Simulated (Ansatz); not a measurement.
The system is BiTe.

```xyz
2
Lattice="2.4227 1.3988 3.3173 -2.4227 1.3988 3.3173 0.0000 -2.7975 3.3173" Properties=species:S:1:pos:R:3 pbc="T T T"
Bi    0.0000    0.0000    4.9759
Te    0.0000    0.0000    0.0000
```

The cell comes from a database or a generator and needn't be the stable form of this composition.

* Program: Ansatz 0.2.0
* Task: relaxation of cell and atoms
* Functional: BLYP
* Dispersion: D3(BJ)
* Potentials or basis: Ansatz PAW
* Cutoff: 420 eV (not typed: the program's choice for these potentials)
* k mesh: 7 × 7 × 7
* Occupations: fermi-dirac, width 0.05 eV
* Spin: no spin polarisation

At the start: volume 33.72 Å³/atom.

**Question.** How do energy, volume and symmetry change on relaxing?

**Answer.** It ends after 6 steps and the volume is 32.61 Å³/atom (-3.3 %); space group R-3m (No. 166, to 0.05 Å).

The path:
```csv
step,energy change (eV),largest force (eV/Å),volume (Å³)
1,0.0000,0.0000,67.45
2,-0.0086,0.0000,64.45
3,-0.0108,0.0000,65.36
4,-0.0109,0.0000,65.30
5,-0.0110,0.0000,65.22
6,-0.0105,0.0000,65.22
```

Final structure:
```
Bi Te
1.0
     2.40774    1.39011    3.24781
    -2.40774    1.39011    3.24781
     0.00000   -2.78022    3.24781
Bi Te
1 1
Direct
  0.50000 0.50000 0.50000
  0.00000 0.00000 0.00000
```

Caveat: the plane-wave basis is chosen anew once the cell has moved, so the energies of steps on either side of that aren't comparable; pairwise dispersion overbinds metals, which lowers pressure and volume; the PAW data sets come from PBE, with cores solved anew for the run's functional, which leaves a small shift of forces and pressure.
